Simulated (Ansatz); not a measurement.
# AlFH₂N radical + SiH₄O + H₂O: a complex and its separated parts, part 3 of 3

Ansatz 0.2.0, Gaussian basis.

### 19 RPA on PBE/def2-TZVPP

The inputs:

parta/in.yaml

```yaml
crystal:
  periodic: [false, false, false]
  atoms:
    - {symbol: Al, position_ang: [-1.480155, 0.904697, -0.433582]}
    - {symbol: F, position_ang: [-1.531738, -0.006450, -1.817152]}
    - {symbol: N, position_ang: [-0.310144, 2.225575, -0.374231]}
    - {symbol: H, position_ang: [-0.183983, 2.846909, 0.407606]}
    - {symbol: H, position_ang: [0.323090, 2.457160, -1.124636]}
basis:
  gaussian: {orbitals: def2-TZVPP}
magnetization: {spin_polarized: true, initial_magnetization: 1}
hamiltonian: {xc: pbe}
correlation: {method: rpa}
```

partb/in.yaml

```yaml
crystal:
  periodic: [false, false, false]
  atoms:
    - {symbol: O, position_ang: [-0.382463, -0.696357, 0.413477]}
    - {symbol: Si, position_ang: [-0.325620, -2.211850, -0.231071]}
    - {symbol: H, position_ang: [0.445387, -0.284473, 0.662272]}
    - {symbol: H, position_ang: [0.286458, -3.187482, 0.712607]}
    - {symbol: H, position_ang: [-1.730717, -2.589738, -0.504417]}
    - {symbol: H, position_ang: [0.461288, -2.242947, -1.494715]}
basis:
  gaussian: {orbitals: def2-TZVPP}
hamiltonian: {xc: pbe}
correlation: {method: rpa}
```

partc/in.yaml

```yaml
crystal:
  periodic: [false, false, false]
  atoms:
    - {symbol: H, position_ang: [1.111386, 1.339469, 0.699450]}
    - {symbol: O, position_ang: [1.588753, 0.600914, 1.083391]}
    - {symbol: H, position_ang: [1.728661, 0.844673, 2.000902]}
basis:
  gaussian: {orbitals: def2-TZVPP}
hamiltonian: {xc: pbe}
correlation: {method: rpa}
```

One command serves all of them, each in its own folder.

The run is started by

```bash
$ ansatz run in.yaml --threads 4 --pin off --events-out ev --progress --plain --max-ram 66560MiB --backend cpu
```

parta printed, shortened:

```text
Functional definition: PBE
  name "PBE"
  cite "Perdew, Burke & Ernzerhof, Phys. Rev. Lett. 77, 3865 (1996) doi:10.1103/PhysRevLett.77.3865"
  parent pbe
[...]
809 factors; integrals over basis functions are off by at most 9.4e-4 eV
[...]
mean field -10832.34340737 eV, -398.0812777947 hartree, gradient 1.5e-6 eV, S^2 0.752010; 0 other end points of the search recorded, 0 dependent functions left out
7 core orbitals not correlated: weight in the atoms' cores, before any rotation towards them, 1.000 or more for the frozen orbitals, at most 0.000 for the correlated occupied ones
reference -10805.67044348 eV, -397.1010644515 hartree; 9, 8 occupied and 116, 117 virtual orbitals, 809 factors
Total energy: -10828.08873131 eV, -397.9249213335 hartree
```

Log of partb, shortened:

```text
[... 4 set-up lines as earlier in the session ...]
[...]
746 factors; integrals over basis functions are off by at most 8.2e-4 eV
[...]
mean field -9985.38609340 eV, -366.9561705946 hartree, gradient 5.8e-6 eV, S^2 0.000000; 0 other end points of the search recorded, 0 dependent functions left out
6 core orbitals not correlated: weight in the atoms' cores, before any rotation towards them, 1.000 or more for the frozen orbitals, at most 0.000 for the correlated occupied ones
reference -9964.31007569 eV, -366.1816412297 hartree; 7, 7 occupied and 116, 116 virtual orbitals, 746 factors
Total energy: -9981.80798572 eV, -366.8246775628 hartree
```

Log of partc, shortened:

```text
[... 4 set-up lines as earlier in the session ...]
[...]
361 factors; integrals over basis functions are off by at most 8.6e-4 eV
[...]
mean field -2078.40755739 eV, -76.3800689387 hartree, gradient 4.5e-6 eV, S^2 0.000000; 0 other end points of the search recorded, 0 dependent functions left out
1 core orbitals not correlated: weight in the atoms' cores, before any rotation towards them, 1.000 or more for the frozen orbitals, at most 0.000 for the correlated occupied ones
reference -2069.53696601 eV, -76.0540807182 hartree; 4, 4 occupied and 54, 54 virtual orbitals, 361 factors
Total energy: -2080.48262033 eV, -76.4563260954 hartree
```

Wall times: 2.1 s (parta), 1.1 s (partb), 0.31 s (partc) on 4 threads of AMD EPYC 7R13, shared host.

### 20 CCSD(T)/def2-TZVPP

parta/in.yaml: that of step 19 with these lines changed.

```diff
@@ -11,3 +11,3 @@
 magnetization: {spin_polarized: true, initial_magnetization: 1}
-hamiltonian: {xc: pbe}
-correlation: {method: rpa}
+correlation: {method: ccsd_t}
+scf: {omitted_lower_state_checks: [cluster_reference]}
```

partb/in.yaml: that of step 19 with these lines changed.

```diff
@@ -11,3 +11,2 @@
   gaussian: {orbitals: def2-TZVPP}
-hamiltonian: {xc: pbe}
-correlation: {method: rpa}
+correlation: {method: ccsd_t}
```

partc/in.yaml: that of step 19 with these lines changed.

```diff
@@ -8,3 +8,2 @@
   gaussian: {orbitals: def2-TZVPP}
-hamiltonian: {xc: pbe}
-correlation: {method: rpa}
+correlation: {method: ccsd_t}
```

The same command starts each run, in its folder.

The run is started by

```bash
$ ansatz run in.yaml --threads 4 --pin off --events-out ev --progress --plain --max-ram 66560MiB --backend cpu
```

Output in parta, shortened:

```text
Functional definition: HF
  name "HF"
  cite "Fock, Z. Phys. 61, 126 (1930) doi:10.1007/BF01340294"
[... 1 set-up line as earlier in the session ...]
[...]
809 factors; integrals over basis functions are off by at most 9.4e-4 eV
[...]
mean field -10806.67830392 eV, -397.1381026394 hartree, gradient 3.8e-6 eV, S^2 0.752136; 0 other end points of the search recorded, 0 dependent functions left out
[...]
reference -10806.67830392 eV, -397.1381026394 hartree; 9, 8 occupied and 116, 117 virtual orbitals, 809 factors
second order -14.24003477 eV of doubles, -0.00000000 eV of singles
cycle   1  -14.15255658 eV  change    8.7e-2 eV  update   7.9e-2
[...]
cycle  10  -14.50590827 eV  change    3.3e-6 eV  update   1.4e-5
perturbative correction -0.47601624 eV, -0.0174932741 hartree
Total energy: -10821.66022843 eV, -397.6886782099 hartree
Checks for a lower state left out: cluster_reference
```

Log of partb, shortened:

```text
[... 4 set-up lines as earlier in the session ...]
[...]
746 factors; integrals over basis functions are off by at most 8.2e-4 eV
[...]
mean field -9965.09465854 eV, -366.2104741177 hartree, gradient 2.3e-6 eV, S^2 0.000000; 0 other end points of the search recorded, 0 dependent functions left out
6 core orbitals not correlated: weight in the atoms' cores, before any rotation towards them, 1.000 or more for the frozen orbitals, at most 0.000 for the correlated occupied ones
reference -9965.09465854 eV, -366.2104741177 hartree; 7, 7 occupied and 116, 116 virtual orbitals, 746 factors
second order -10.23319794 eV of doubles, -0.00000000 eV of singles
cycle   1  -10.56894579 eV  change   -3.4e-1 eV  update   6.9e-2
[...]
cycle   9  -10.90279228 eV  change   -3.8e-6 eV  update   8.1e-6
perturbative correction -0.32822257 eV, -0.0120619569 hartree
Total energy: -9976.32567339 eV, -366.6232063007 hartree
```

Output in partc, shortened:

```text
[... 4 set-up lines as earlier in the session ...]
[...]
361 factors; integrals over basis functions are off by at most 8.6e-4 eV
[...]
mean field -2069.76241304 eV, -76.0623657440 hartree, gradient 3.6e-6 eV, S^2 0.000000; 0 other end points of the search recorded, 0 dependent functions left out
1 core orbitals not correlated: weight in the atoms' cores, before any rotation towards them, 1.000 or more for the frozen orbitals, at most 0.000 for the correlated occupied ones
reference -2069.76241304 eV, -76.0623657440 hartree; 4, 4 occupied and 54, 54 virtual orbitals, 361 factors
second order -7.10557787 eV of doubles, -0.00000000 eV of singles
cycle   1  -7.11163694 eV  change   -6.1e-3 eV  update   4.1e-2
[...]
cycle   8  -7.26609363 eV  change    3.2e-6 eV  update   7.2e-6
perturbative correction -0.20740462 eV, -0.0076219793 hartree
Total energy: -2077.23591129 eV, -76.3370117389 hartree
```

They took 15 s (parta), 3.2 s (partb), 0.46 s (partc) on 4 threads of AMD EPYC 7R13, shared host; peak memory 1.5 GiB.

### 21 CCSD(T)/def2-QZVPP

Each input of step 20 (parta, partb, partc) changes in the same lines:

```diff
-  gaussian: {orbitals: def2-TZVPP}
+  gaussian: {orbitals: "def2-QZVPP.json"}
```

The basis file named in the input lies beside it (Basis Set Exchange, JSON).

The run is started by

```bash
$ ansatz run in.yaml --threads 4 --pin off --events-out ev --progress --plain --max-ram 66560MiB --backend cuda --devices 0, --max-vram 37GiB   # in parta
$ ansatz run in.yaml --threads 4 --pin off --events-out ev --progress --plain --max-ram 66560MiB --backend cpu   # in partb
$ ansatz run in.yaml --threads 4 --pin off --events-out ev --progress --plain --max-ram 66560MiB --backend cpu   # in partc
```

Output in parta, shortened:

```text
[... 4 set-up lines as earlier in the session ...]
[...]
1467 factors; integrals over basis functions are off by at most 7.4e-4 eV
[...]
mean field -10807.10372636 eV, -397.1537366256 hartree, gradient 2.5e-6 eV, S^2 0.752131; 0 other end points of the search recorded, 0 dependent functions left out
[...]
reference -10807.10372636 eV, -397.1537366256 hartree; 9, 8 occupied and 228, 229 virtual orbitals, 1467 factors
second order -15.47052512 eV of doubles, -0.00000000 eV of singles
cycle   1  -15.22999287 eV  change    2.4e-1 eV  update   7.9e-2
[...]
cycle  10  -15.59757598 eV  change    1.1e-6 eV  update   1.4e-5
perturbative correction -0.56060241 eV, -0.0206017584 hartree
Total energy: -10823.26190475 eV, -397.7475387290 hartree
Checks for a lower state left out: cluster_reference
```

partb printed, shortened:

```text
[... 4 set-up lines as earlier in the session ...]
[...]
1466 factors; integrals over basis functions are off by at most 6.1e-4 eV
[...]
mean field -9965.46012860 eV, -366.2239048946 hartree, gradient 2.4e-6 eV, S^2 0.000000; 0 other end points of the search recorded, 0 dependent functions left out
6 core orbitals not correlated: weight in the atoms' cores, before any rotation towards them, 1.000 or more for the frozen orbitals, at most 0.000 for the correlated occupied ones
reference -9965.46012860 eV, -366.2239048946 hartree; 7, 7 occupied and 234, 234 virtual orbitals, 1466 factors
second order -11.04497189 eV of doubles, -0.00000000 eV of singles
cycle   1  -11.25256798 eV  change   -2.1e-1 eV  update   6.9e-2
[...]
cycle   9  -11.59496506 eV  change   -8.1e-6 eV  update   9.1e-6
perturbative correction -0.38023742 eV, -0.0139734676 hartree
Total energy: -9977.43533108 eV, -366.6639854687 hartree
```

Output in partc, shortened:

```text
[... 4 set-up lines as earlier in the session ...]
[...]
716 factors; integrals over basis functions are off by at most 1.8e-3 eV
[...]
mean field -2069.87834547 eV, -76.0666261822 hartree, gradient 2.2e-6 eV, S^2 0.000000; 0 other end points of the search recorded, 0 dependent functions left out
1 core orbitals not correlated: weight in the atoms' cores, before any rotation towards them, 1.000 or more for the frozen orbitals, at most 0.000 for the correlated occupied ones
reference -2069.87834547 eV, -76.0666261822 hartree; 4, 4 occupied and 112, 112 virtual orbitals, 716 factors
second order -7.69256899 eV of doubles, -0.00000000 eV of singles
cycle   1  -7.60719558 eV  change    8.5e-2 eV  update   4.4e-2
[...]
cycle   8  -7.77295101 eV  change   -3.5e-6 eV  update   7.7e-6
perturbative correction -0.24752885 eV, -0.0090965175 hartree
Total energy: -2077.89882534 eV, -76.3613733807 hartree
```

Times: 7 s (parta, 1 × a share of an NVIDIA H100 with 4 threads of AMD EPYC 7R13, shared host), 33 s (partb, 4 threads of AMD EPYC 7R13, shared host), 1.6 s (partc, 4 threads of AMD EPYC 7R13, shared host); peak memory 4.9 GiB.

### 22 Vibrations of AlFH₂N radical

The input, vib-parta/in.yaml:

```yaml
crystal:
  periodic: [false, false, false]
  atoms:
    - {symbol: Al, position_ang: [-1.480155, 0.904697, -0.433582]}
    - {symbol: F, position_ang: [-1.531738, -0.006450, -1.817152]}
    - {symbol: N, position_ang: [-0.310144, 2.225575, -0.374231]}
    - {symbol: H, position_ang: [-0.183983, 2.846909, 0.407606]}
    - {symbol: H, position_ang: [0.323090, 2.457160, -1.124636]}
basis:
  gaussian: {orbitals: def2-TZVP}
magnetization: {spin_polarized: true, initial_magnetization: 1}
hamiltonian: {xc: pbe0, dispersion: d4}
phonons: {temperatures: {t_min: 298.15, t_max: 900, t_step: 200}}
```

The run is started by

```bash
$ ansatz run in.yaml --threads 4 --pin off --events-out ev --progress --plain --max-ram 66560MiB --backend cpu
```

Output, shortened:

```text
[... 5 set-up lines as earlier in the session ...]
[...]
678 factors; their error is unknown
[...]
mean field -10832.93667453 eV, -398.1030799609 hartree, gradient 1.6e-5 eV, S^2 0.751748; 0 other end points of the search recorded, 0 dependent functions left out
[...]
Atom 2 at    -0.310144     2.225575    -0.374231 Å, force     0.000173     0.000272     0.000145 eV/Å
Atom 3 at    -0.183983     2.846909     0.407606 Å, force     0.000027    -0.000011    -0.000084 eV/Å
Atom 4 at     0.323090     2.457160    -1.124636 Å, force     0.000054     0.000026    -0.000049 eV/Å
Dipole moment:     0.132098     0.331799     0.302465 e Å
Vibrations: 209.53 323.07 364.24 632.58 757.11 872.19 1548.37 3593.85 3697.24 cm⁻¹, zero-point energy 0.743792 eV
```

Run time: 22 s. Hardware: 4 threads of AMD EPYC 7R13, shared host.

The modes, with what each moves most:

| mode | wavenumber (cm⁻¹) | character |
| --- | --- | --- |
| 1 | 210 | bend |
| 2 | 323 | torsion |
| 3 | 364 | torsion |
| 4 | 633 | bend |
| 5 | 757 | Al–N and Al–F stretch |
| 6 | 872 | Al–F and Al–N stretch |
| 7 | 1548 | bend |
| 8 | 3594 | N–H stretch |
| 9 | 3697 | N–H stretch |

Vibrational sums (real modes only):

| T (K) | entropy (J/mol/K) | heat capacity (J/mol/K) |
| --- | --- | --- |
| 298 | 22.0 | 30.5 |
| 498 | 40.8 | 42.4 |
| 698 | 56.2 | 48.9 |
| 898 | 69.1 | 53.3 |

### 23 Vibrations of SiH₄O

The input, vib-partb/in.yaml:

```yaml
crystal:
  periodic: [false, false, false]
  atoms:
    - {symbol: O, position_ang: [-0.382463, -0.696357, 0.413477]}
    - {symbol: Si, position_ang: [-0.325620, -2.211850, -0.231071]}
    - {symbol: H, position_ang: [0.445387, -0.284473, 0.662272]}
    - {symbol: H, position_ang: [0.286458, -3.187482, 0.712607]}
    - {symbol: H, position_ang: [-1.730717, -2.589738, -0.504417]}
    - {symbol: H, position_ang: [0.461288, -2.242947, -1.494715]}
basis:
  gaussian: {orbitals: def2-TZVP}
hamiltonian: {xc: pbe0, dispersion: d4}
phonons: {temperatures: {t_min: 298.15, t_max: 900, t_step: 200}}
```

The run is started by

```bash
$ ansatz run in.yaml --threads 4 --pin off --events-out ev --progress --plain --max-ram 66560MiB --backend cpu
```

Output, shortened:

```text
[... 5 set-up lines as earlier in the session ...]
[...]
595 factors; their error is unknown
[...]
mean field -9986.23328616 eV, -366.9873043543 hartree, gradient 4.1e-5 eV, S^2 0.000000; 0 other end points of the search recorded, 0 dependent functions left out
[...]
Atom 3 at     0.286458    -3.187482     0.712607 Å, force    -0.000283    -0.000334     0.000003 eV/Å
Atom 4 at    -1.730717    -2.589738    -0.504417 Å, force     0.000407    -0.000089    -0.000115 eV/Å
Atom 5 at     0.461288    -2.242947    -1.494715 Å, force     0.000027     0.000372     0.000113 eV/Å
Dipole moment:     0.278962     0.025699     0.035373 e Å
Vibrations: 196.63 679.81 719.11 847.68 907.91 946.75 967.05 993.23 2208.55 2213.60 2260.46 3930.89 cm⁻¹, zero-point energy 1.045911 eV
```

Run time: 15 s. Hardware: 4 threads of AMD EPYC 7R13, shared host.

Wavenumbers and character of the modes:

| mode | wavenumber (cm⁻¹) | character |
| --- | --- | --- |
| 1 | 197 | torsion |
| 2 | 680 | bend |
| 3 | 719 | bend |
| 4 | 848 | bend with Si–O stretch |
| 5 | 908 | bend with Si–O stretch |
| 6 | 947 | bend with torsion |
| 7 | 967 | bend with torsion |
| 8 | 993 | bend |
| 9 | 2209 | Si–H stretch |
| 10 | 2214 | Si–H stretch |
| 11 | 2260 | Si–H stretch |
| 12 | 3931 | O–H stretch |

Vibrational sums (real modes only):

| T (K) | entropy (J/mol/K) | heat capacity (J/mol/K) |
| --- | --- | --- |
| 298 | 14.3 | 24.4 |
| 498 | 32.1 | 45.2 |
| 698 | 49.6 | 58.7 |
| 898 | 65.6 | 68.0 |

### 24 Vibrations of H₂O

The input, vib-partc/in.yaml:

```yaml
crystal:
  periodic: [false, false, false]
  atoms:
    - {symbol: H, position_ang: [1.111386, 1.339469, 0.699450]}
    - {symbol: O, position_ang: [1.588753, 0.600914, 1.083391]}
    - {symbol: H, position_ang: [1.728661, 0.844673, 2.000902]}
basis:
  gaussian: {orbitals: def2-TZVP}
hamiltonian: {xc: pbe0, dispersion: d4}
phonons: {temperatures: {t_min: 298.15, t_max: 900, t_step: 200}}
```

The run is started by

```bash
$ ansatz run in.yaml --threads 4 --pin off --events-out ev --progress --plain --max-ram 66560MiB --backend cpu
```

Output, shortened:

```text
[... 5 set-up lines as earlier in the session ...]
[...]
239 factors; their error is unknown
[...]
mean field -2078.33307671 eV, -76.3773318242 hartree, gradient 1.2e-5 eV, S^2 0.000000; 0 other end points of the search recorded, 0 dependent functions left out
[...]
Total energy: -2078.33734657 eV, -76.3774887390 hartree
Atom 0 at     1.111386     1.339469     0.699450 Å, force    -0.000668     0.000706    -0.001108 eV/Å
Atom 1 at     1.588753     0.600914     1.083391 Å, force     0.000431    -0.000004     0.001506 eV/Å
Atom 2 at     1.728661     0.844673     2.000902 Å, force     0.000237    -0.000702    -0.000397 eV/Å
Dipole moment:    -0.124429     0.362198     0.196732 e Å
Vibrations: 1622.96 3851.72 3959.38 cm⁻¹, zero-point energy 0.584837 eV
```

Run time: 1.6 s. Hardware: 4 threads of AMD EPYC 7R13, shared host.

The modes, with what each moves most:

| mode | wavenumber (cm⁻¹) | character |
| --- | --- | --- |
| 1 | 1623 | bend |
| 2 | 3852 | O–H stretch |
| 3 | 3959 | O–H stretch |

Vibrational sums (real modes only):

| T (K) | entropy (J/mol/K) | heat capacity (J/mol/K) |
| --- | --- | --- |
| 298 | 0.0 | 0.2 |
| 498 | 0.4 | 1.7 |
| 698 | 1.4 | 3.9 |
| 898 | 2.6 | 6.1 |

### 25 Complex less separated parts

The complex's own energies come from single points at the same levels.

Rows are in def2-TZVPP.

| method | rung | complex less parts (kcal/mol) | from CCSD(T) (kcal/mol) |
| --- | --- | --- | --- |
| SPW92 | LDA | -54.5 | -19.6 |
| PBE-D4 | GGA | -39.4 | -4.5 |
| BLYP-D4 | GGA | -36.0 | -1.1 |
| r2SCAN-D4 | meta-GGA | -39.4 | -4.5 |
| B97M-V | meta-GGA | -33.9 | +1.0 |
| PBE0-D4 | hybrid | -38.3 | -3.4 |
| B3LYP-D4 | hybrid | -36.2 | -1.3 |
| r2SCAN0-D4 | hybrid | -38.7 | -3.8 |
| BHLYP-D4 | hybrid | -36.0 | -1.1 |
| CAM-B3LYP-D4 | range-separated hybrid | -37.8 | -2.9 |
| wB97X-V | range-separated hybrid | -35.8 | -0.9 |
| wB97M-V | range-separated hybrid | -35.2 | -0.3 |
| B2PLYP | double hybrid | -32.4 | +2.5 |
| PBE-QIDH | double hybrid | -36.0 | -1.1 |
| RPA on PBE | RPA | -31.8 | +3.1 |
| Hartree-Fock | wavefunction | -19.9 | +15.0 |
| MP2 | wavefunction | -35.5 | -0.6 |
| CCSD | wavefunction | -32.5 | +2.4 |
| CCSD(T) | wavefunction | -34.9 | 0 |

The complex's zero-point energy, from a separate PBE0-D4 run, is 2.551 eV.

### 26 Summary of results

What follows sums up all 3 parts.

| quantity | value |
| --- | --- |
| complex less parts, CCSD(T)/def2-TZVPP | -34.9 kcal/mol |
| with zero-point energy | -30.8 kcal/mol |
| largest T1 diagnostic | 0.014 |

**Reading.** At CCSD(T) the complex lies 34.9 kcal/mol below its parts. wB97M-V is the best functional here (-0.3 kcal/mol from CCSD(T)); SPW92 is the worst (-19.6 kcal/mol). By rung, the mean size of the error is: LDA 19.6, GGA 2.8, meta-GGA 2.8, hybrid 2.4, range-separated hybrid 1.4, double hybrid 1.8 kcal/mol. PBE-D4 gives a relative energy 4.5 kcal/mol too low, outside chemical accuracy (1 kcal/mol). No counterpoise was applied, and triple zeta lacks some correlation, so the CCSD(T) reference has a basis error of its own, and close matches with it are partly luck.
